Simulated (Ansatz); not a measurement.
# Ag+ with HO−: superposition error and deformation, part 2 of 2

Ansatz 0.2.0, Gaussian basis. Earlier steps stand in the parts before.

## Step 10: PBE0-D4/def2-TZVPPD

free-b/in.yaml

```yaml
crystal:
  periodic: [false, false, false]
  atoms:
    - {symbol: O, position_ang: [-0.236560, 0.316433, 0.514653]}
    - {symbol: H, position_ang: [0.277376, -0.371169, 0.952243]}
basis:
  gaussian: {orbitals: "def2-TZVPPD.json"}
total_charge: -1
hamiltonian: {xc: pbe0, dispersion: d4}
output: {orbitals: {seedname: orbitals}}
```

Started as:

```console
$ ansatz run in.yaml --threads 2 --pin off --events-out ev --progress --plain --max-ram 5222MiB
```

Log, cut to the lines that bear on the results:

```text
Functional definition: PBE0
  name "PBE0"
  cite "Adamo & Barone, J. Chem. Phys. 110, 6158 (1999) doi:10.1063/1.478522"
  cite "Perdew, Burke & Ernzerhof, Phys. Rev. Lett. 77, 3865 (1996) doi:10.1103/PhysRevLett.77.3865"
  parent pbe
  parameter a = 0.25
  parameter kappa = 0.804
  parameter beta = 0.06672455060314922
  exchange = (1 - a)*pbe_x(kappa = kappa, mu = beta*pi^2/3) + a*exact_x
  correlation = pbe_c(beta = beta)
243 factors; their error is unknown
mean field evaluation 1: about -2055.7947 eV, gradient 5.3e1 eV
mean field evaluation 2: about -2045.8296 eV, gradient 1.0e2 eV
mean field evaluation 4: about -2061.1987 eV, gradient 6.8e-1 eV
mean field evaluation 8: about -2061.2070 eV, gradient 1.2e-2 eV
mean field -2061.20697193 eV, -75.7479590821 hartree, gradient 3.3e-5 eV, S^2 0.000000; 0 other end points of the search recorded, 0 dependent functions left out
reference -2061.20699308 eV, -75.7479598595 hartree; 5, 5 occupied and 52, 52 virtual orbitals, 243 factors
Total energy: -2061.21067973 eV, -75.7480953411 hartree
```

Run time: 0.2 s. Hardware: 2 threads of Arm Neoverse V1, shared host.

Fields of free-b:

The fields below are evaluated on a grid from the run's orbitals.

Frontier orbitals at PBE0-D4/def2-TZVPPD, with the share of their density that lies nearest to each atom:

```tsv
orbital	energy (eV)	lies on
HOMO	0.78	O1 87 %; H2 13 %
LUMO	5.74	H2 83 %; O1 17 %
```

ELF in a plane through or near 2 of the atoms.

Ten even steps from '0' (0.00) to '9' (0.99):
```
0000000000000000000000000000
0000000001111110000000000000
0000000112222211000000000000
0000000123343321100000000000
0000001224444322110000000000
0000011345665432211000000000
0000012457777644332110000000
0000012568888766665320000000
0000012578767788897541000000
0000013578332589999751100000
0000013578443589999641100000
0000012568877788988531000000
0000012568888766665320000000
0000012457777644332110000000
0000011345665432211000000000
0000001224444322110000000000
0000000123343321100000000000
0000000112222211000000000000
0000000001111110000000000000
0000000000000000000000000000
```
The map spans 6.2 Å across and 5.2 Å up, centred on the molecule. Atoms in the plane (x, y in Å): O1 (-0.5, 0.0), H2 (0.5, 0.0).

log10 of the density (e/Å³) in the same plane.

Ten even steps from ' ' (-4.0) to '@' (1.4):
```
      ..........::::::::::::::::::..........            
      ......::::::::--------::::::::::......            
  ........::::----------------------::::......          
  ....::::::------==============------::::......        
  ....::::------==================----::::::......      
  ....::::----====++++++++++++++======----::::....      
....::::----==++++************++++++==----::::....      
....::----====++****########******++++====--::::....    
..::::----==++****##%%%%%%%%######**++====----::::..    
..::::----==++****%%@@@@@@%%%%%%####**++==----::::..    
..::::----==++****%%@@@@@@%%%%%%####**++==----::::..    
..::::----==++****##%%%%%%%%######**++====----::::..    
....::----====++****########******++++====--::::....    
....::::----==++++++**********++++++====----::....      
  ....::::----====++++++++++++++======----::::....      
  ....::::------==================----::::::......      
  ....::::::------==============------::::......        
  ........::::--------------------::::::::....          
      ....::::::::::--------::::::::::......            
      ........::::::::::::::::::::........              
```
The map spans 6.2 Å across and 5.2 Å up, centred on the molecule. Atoms in the plane (x, y in Å): O1 (-0.5, 0.0), H2 (0.5, 0.0).

On the surface of density 0.002 e/bohr³ the electrostatic potential runs, from the 1st to the 99th percentile, from -7.96 V near O1 to -4.76 V near H2.

## Step 11: B3LYP-D4/def2-TZVPPD

Edit free-b/in.yaml of step 10 so:

```diff
@@ -8,3 +8,2 @@
 total_charge: -1
-hamiltonian: {xc: pbe0, dispersion: d4}
-output: {orbitals: {seedname: orbitals}}
+hamiltonian: {xc: {name: B3LYP}, dispersion: d4}
```

Started as:

```console
$ ansatz run in.yaml --threads 2 --pin off --events-out ev --progress --plain --max-ram 5222MiB
```

Log:

```text
Functional definition: B3LYP
  name "B3LYP"
  cite "Stephens, Devlin, Chabalowski & Frisch, J. Phys. Chem. 98, 11623 (1994) doi:10.1021/j100096a001"
[... 2 set-up lines as earlier in the session ...]
  cite "Vosko, Wilk & Nusair, Can. J. Phys. 58, 1200 (1980) doi:10.1139/p80-159"
  parameter a0 = 0.2
  parameter ax = 0.72
  parameter ac = 0.81
  exchange = (1 - a0 - ax)*slater_x + ax*b88_x + a0*exact_x
  correlation = (1 - ac)*vwn_rpa_c + ac*lyp_c
243 factors; their error is unknown
mean field evaluation 1: about -2056.6518 eV, gradient 6.0e1 eV
mean field evaluation 2: about -2042.3407 eV, gradient 1.2e2 eV
mean field evaluation 4: about -2063.6940 eV, gradient 1.2e0 eV
mean field evaluation 8: about -2063.7020 eV, gradient 1.5e-2 eV
mean field -2063.70197277 eV, -75.8396486720 hartree, gradient 7.3e-5 eV, S^2 0.000000; 0 other end points of the search recorded, 0 dependent functions left out
reference -2063.70214055 eV, -75.8396548378 hartree; 5, 5 occupied and 52, 52 virtual orbitals, 243 factors
Total energy: -2063.70944790 eV, -75.8399233777 hartree
```

It took 0.2 s on 2 threads of Arm Neoverse V1, shared host.

## Step 12: wB97X-V/def2-TZVPPD

Edit free-b/in.yaml of step 11 so:

```diff
@@ -8,2 +8,2 @@
 total_charge: -1
-hamiltonian: {xc: {name: B3LYP}, dispersion: d4}
+hamiltonian: {xc: {name: wB97X-V}}
```

Started as:

```console
$ ansatz run in.yaml --threads 2 --pin off --events-out ev --progress --plain --max-ram 5222MiB
```

Log, cut to the lines that bear on the results:

```text
[... 5 set-up lines as earlier in the session ...]
[...]
      + integral(e_c_pw_opposite_spin*poly(b97_u_opposite, cos0, cos1)) + vv10(b, c)
243 factors; their error is unknown
78 factors; integrals over basis functions are off by at most 2.2e-5 eV
[...]
mean field -2062.70713033 eV, -75.8030888864 hartree, gradient 4.2e-5 eV, S^2 0.000000; 0 other end points of the search recorded, 0 dependent functions left out
reference -2062.70712892 eV, -75.8030888349 hartree; 5, 5 occupied and 52, 52 virtual orbitals, 243 factors
Total energy: -2062.70712892 eV, -75.8030888349 hartree
```

It took 0.6 s on 2 threads of Arm Neoverse V1, shared host.

## Step 13: wB97M-V/def2-TZVPPD

Edit free-b/in.yaml of step 12 so:

```diff
@@ -8,2 +8,2 @@
 total_charge: -1
-hamiltonian: {xc: {name: wB97X-V}}
+hamiltonian: {xc: {name: wB97M-V}}
```

Started as:

```console
$ ansatz run in.yaml --threads 2 --pin off --events-out ev --progress --plain --max-ram 5222MiB
```

Log, cut to the lines that bear on the results:

```text
[... 5 set-up lines as earlier in the session ...]
  # Of w^i u^j: cxij and so on, Table III.
[...]
  gx(w, u) = 1 - cx + cx01*u + cx10*w
  gss(w, u) = css00 + css04*u^4 + css10*w + css20*w^2 + css43*w^4*u^3
  gos(w, u) = cos00 + cos10*w + (cos20 + cos21*u)*w^2 + (cos60 + cos61*u)*w^6
[...]
      + integral(e_c_pw_mod_opposite_spin*gos(b97_w_opposite, b97_u_opposite)) + vv10(b, c)
243 factors; their error is unknown
78 factors; integrals over basis functions are off by at most 2.2e-5 eV
[...]
mean field -2062.83115723 eV, -75.8076467909 hartree, gradient 4.2e-5 eV, S^2 0.000000; 0 other end points of the search recorded, 0 dependent functions left out
reference -2062.83119178 eV, -75.8076480607 hartree; 5, 5 occupied and 52, 52 virtual orbitals, 243 factors
Total energy: -2062.83119178 eV, -75.8076480607 hartree
```

It took 0.6 s on 2 threads of Arm Neoverse V1, shared host.

## Step 14: B2PLYP/def2-TZVPPD

Edit free-b/in.yaml of step 13 so:

```diff
@@ -8,2 +8,2 @@
 total_charge: -1
-hamiltonian: {xc: {name: wB97M-V}}
+hamiltonian: {xc: {name: B2PLYP}}
```

Started as:

```console
$ ansatz run in.yaml --threads 2 --pin off --events-out ev --progress --plain --max-ram 5222MiB
```

Log, cut to the lines that bear on the results:

```text
[... 5 set-up lines as earlier in the session ...]
[...]
337 factors; integrals over basis functions are off by at most 1.3e-3 eV
[...]
mean field -2059.72825194 eV, -75.6936171247 hartree, gradient 9.0e-7 eV, S^2 0.000000; 0 other end points of the search recorded, 0 dependent functions left out
1 core orbitals not correlated: weight in the atoms' cores, before any rotation towards them, 1.000 or more for the frozen orbitals, at most 0.000 for the correlated occupied ones
reference -2059.72835268 eV, -75.6936208269 hartree; 4, 4 occupied and 52, 52 virtual orbitals, 337 factors
second order -9.51792337 eV of doubles, -0.00000000 eV of singles
Total energy: -2062.29819199 eV, -75.7880606796 hartree
```

Run time: 0.3 s. Hardware: 2 threads of Arm Neoverse V1, shared host.

## Step 15: BLYP-D4/def2-TZVPPD

Edit free-b/in.yaml of step 14 so:

```diff
@@ -8,2 +8,2 @@
 total_charge: -1
-hamiltonian: {xc: {name: B2PLYP}}
+hamiltonian: {xc: {name: BLYP}, dispersion: d4}
```

Started as:

```console
$ ansatz run in.yaml --threads 2 --pin off --events-out ev --progress --plain --max-ram 5222MiB
```

Log, cut to the lines that bear on the results:

```text
Functional definition: BLYP
  name "BLYP"
[... 2 set-up lines as earlier in the session ...]
  parameter beta = 0.0042
  parameter a = 0.04918
  parameter b = 0.132
  parameter c = 0.2533
  parameter d = 0.349
  exchange = b88_x(beta = beta)
  correlation = lyp_c(a = a, b = b, c = c, d = d)
243 factors; their error is unknown
mean field evaluation 1: about -2044.6456 eV, gradient 9.5e1 eV
mean field evaluation 2: about -2010.6811 eV, gradient 1.9e2 eV
mean field evaluation 4: about -2063.4562 eV, gradient 2.4e0 eV
mean field evaluation 8: about -2063.4635 eV, gradient 1.5e-1 eV
mean field -2063.46353830 eV, -75.8308863669 hartree, gradient 2.8e-5 eV, S^2 0.000000; 0 other end points of the search recorded, 0 dependent functions left out
reference -2063.46376814 eV, -75.8308948132 hartree; 5, 5 occupied and 52, 52 virtual orbitals, 243 factors
Total energy: -2063.47488721 eV, -75.8313034313 hartree
```

It took 0.2 s on 2 threads of Arm Neoverse V1, shared host.

## Step 16: revPBE-D4/def2-TZVPPD

Edit free-b/in.yaml of step 15 so:

```diff
@@ -8,2 +8,2 @@
 total_charge: -1
-hamiltonian: {xc: {name: BLYP}, dispersion: d4}
+hamiltonian: {xc: {name: revPBE}, dispersion: d4}
```

Started as:

```console
$ ansatz run in.yaml --threads 2 --pin off --events-out ev --progress --plain --max-ram 5222MiB
```

Log, cut to the lines that bear on the results:

```text
Functional definition: revPBE
  name "revPBE"
  cite "Zhang & Yang, Phys. Rev. Lett. 80, 890 (1998) doi:10.1103/PhysRevLett.80.890"
[... 1 set-up line as earlier in the session ...]
  parameter kappa = 1.245
[... 3 set-up lines as earlier in the session ...]
243 factors; their error is unknown
mean field evaluation 1: about -2044.4196 eV, gradient 9.4e1 eV
mean field evaluation 2: about -2012.9726 eV, gradient 1.8e2 eV
mean field evaluation 4: about -2063.0348 eV, gradient 2.3e0 eV
mean field evaluation 8: about -2063.0419 eV, gradient 1.4e-1 eV
mean field -2063.04191854 eV, -75.8153921265 hartree, gradient 1.6e-5 eV, S^2 0.000000; 0 other end points of the search recorded, 0 dependent functions left out
reference -2063.04195507 eV, -75.8153934686 hartree; 5, 5 occupied and 52, 52 virtual orbitals, 243 factors
Total energy: -2063.06410674 eV, -75.8162075277 hartree
```

Run time: 0.2 s. Hardware: 2 threads of Arm Neoverse V1, shared host.

## Step 17: B97M-V/def2-TZVPPD

Edit free-b/in.yaml of step 16 so:

```diff
@@ -8,2 +8,2 @@
 total_charge: -1
-hamiltonian: {xc: {name: revPBE}, dispersion: d4}
+hamiltonian: {xc: {name: B97M-V}}
```

Started as:

```console
$ ansatz run in.yaml --threads 2 --pin off --events-out ev --progress --plain --max-ram 5222MiB
```

Log, cut to the lines that bear on the results:

```text
[... 5 set-up lines as earlier in the session ...]
  # Of w^i u^j: cxij and so on, Table III.
[...]
  gx(w, u) = cx00 + cx01*u + cx02*u^2 + (cx10 + cx11*u)*w
  gss(w, u) = css00 + css02*u^2 + css10*w + (css32*w^3 + css42*w^4)*u^2
  gos(w, u) = cos00 + cos01*u + cos03*u^3 + cos10*w + cos32*w^3*u^2
[...]
      + integral(e_c_pw_mod_opposite_spin*gos(b97_w_opposite, b97_u_opposite)) + vv10(b, c)
243 factors; their error is unknown
[...]
mean field -2062.78384369 eV, -75.8059080505 hartree, gradient 5.4e-5 eV, S^2 0.000000; 0 other end points of the search recorded, 0 dependent functions left out
reference -2062.78388451 eV, -75.8059095508 hartree; 5, 5 occupied and 52, 52 virtual orbitals, 243 factors
Total energy: -2062.78388451 eV, -75.8059095508 hartree
```

It took 0.5 s on 2 threads of Arm Neoverse V1, shared host.

## Step 18: HSE06-D4/def2-TZVPPD

Edit free-b/in.yaml of step 17 so:

```diff
@@ -8,2 +8,2 @@
 total_charge: -1
-hamiltonian: {xc: {name: B97M-V}}
+hamiltonian: {xc: hse06, dispersion: d4}
```

Started as:

```console
$ ansatz run in.yaml --threads 2 --pin off --events-out ev --progress --plain --max-ram 5222MiB
```

Log, cut to the lines that bear on the results:

```text
Functional definition: HSE06
  name "HSE06"
  cite "Heyd, Scuseria & Ernzerhof, J. Chem. Phys. 118, 8207 (2003) doi:10.1063/1.1564060"
  cite "Krukau, Vydrov, Izmaylov & Scuseria, J. Chem. Phys. 125, 224106 (2006) doi:10.1063/1.2404663"
  cite "Heyd & Scuseria, J. Chem. Phys. 120, 7274 (2004) doi:10.1063/1.1668634"
  cite "Ernzerhof & Perdew, J. Chem. Phys. 109, 3313 (1998) doi:10.1063/1.476928"
[... 2 set-up lines as earlier in the session ...]
[...]
  # The whole range is PBE's own exchange, as in plane waves. The composition of these papers is wPBEh.
[...]
243 factors; their error is unknown
24 factors; integrals over basis functions are off by at most 9.7e-5 eV
[...]
mean field -2061.10749574 eV, -75.7443033996 hartree, gradient 8.2e-5 eV, S^2 0.000000; 0 other end points of the search recorded, 0 dependent functions left out
reference -2061.10752392 eV, -75.7443044350 hartree; 5, 5 occupied and 52, 52 virtual orbitals, 243 factors
Total energy: -2061.11083989 eV, -75.7444262948 hartree
```

Wall time 0.25 s (2 threads of Arm Neoverse V1, shared host).

## Step 19: CCSD(T)/def2-TZVPPD

Edit free-b/in.yaml of step 18 so:

```diff
@@ -8,2 +8,2 @@
 total_charge: -1
-hamiltonian: {xc: hse06, dispersion: d4}
+correlation: {method: ccsd_t}
```

Started as:

```console
$ ansatz run in.yaml --threads 2 --pin off --events-out ev --progress --plain --max-ram 5222MiB
```

Log, cut to the lines that bear on the results:

```text
[... 4 set-up lines as earlier in the session ...]
[...]
337 factors; integrals over basis functions are off by at most 1.3e-3 eV
[...]
mean field -2052.15449847 eV, -75.4152868186 hartree, gradient 1.0e-6 eV, S^2 0.000000; 0 other end points of the search recorded, 0 dependent functions left out
1 core orbitals not correlated: weight in the atoms' cores, before any rotation towards them, 1.000 or more for the frozen orbitals, at most 0.000 for the correlated occupied ones
reference -2052.15449847 eV, -75.4152868186 hartree; 4, 4 occupied and 52, 52 virtual orbitals, 337 factors
second order -7.72966660 eV of doubles, -0.00000000 eV of singles
cycle   1  -7.32324890 eV  change    4.1e-1 eV  update   1.0e-1
[...]
cycle  10  -7.60961771 eV  change    3.3e-6 eV  update   5.9e-6
perturbative correction -0.32016825 eV, -0.0117659663 hartree
Total energy: -2060.08428444 eV, -75.7067010779 hartree
```

It took 0.3 s on 2 threads of Arm Neoverse V1, shared host.

## Step 20: The split

```tsv
method	interaction with counterpoise (kcal/mol)	without	superposition error	deformation	binding energy
PBE-D4	-198.66	-198.94	0.27	0.03	-198.64
revPBE-D4	-193.68	-193.98	0.31	0.03	-193.65
BLYP-D4	-197.03	-197.33	0.30	0.03	-197.00
r2SCAN-D4	-198.80	-198.96	0.16	0.01	-198.79
B97M-V	-195.19	-195.38	0.19	0.00	-195.19
PBE0-D4	-191.67	-191.80	0.12	0.00	-191.68
B3LYP-D4	-192.29	-192.45	0.16	0.00	-192.29
HSE06-D4	-191.77	-191.88	0.12	0.00	-191.77
wB97X-V	-186.88	-186.96	0.08	0.00	-186.88
wB97M-V	-186.19	-186.29	0.10	0.00	-186.19
B2PLYP	-188.25	-189.05	0.80	0.01	-188.24
Hartree-Fock	-167.66	-167.71	0.05	-0.05	-167.71
MP2	-184.31	-186.41	2.10	0.01	-184.30
CCSD	-181.27	-183.14	1.87	0.00	-181.27
CCSD(T)	-183.46	-185.66	2.20	0.01	-183.45
```

## Step 21: What came out

This closing draws on all 2 parts.

| quantity | value |
| --- | --- |
| interaction, CCSD(T) | -183.46 kcal/mol |
| superposition error | 2.20 kcal/mol |
| deformation | 0.01 kcal/mol |
| binding energy | -183.45 kcal/mol |

**Reading.** In this basis the superposition error is 2.20 kcal/mol for CCSD(T) and 0.19 kcal/mol on average for the plain functionals: correlated methods borrow far more, since they need many more functions to converge. Deformation takes back 0 % of the interaction. The free shapes are PBE0-D4 minima, so other methods can show a small negative deformation energy.
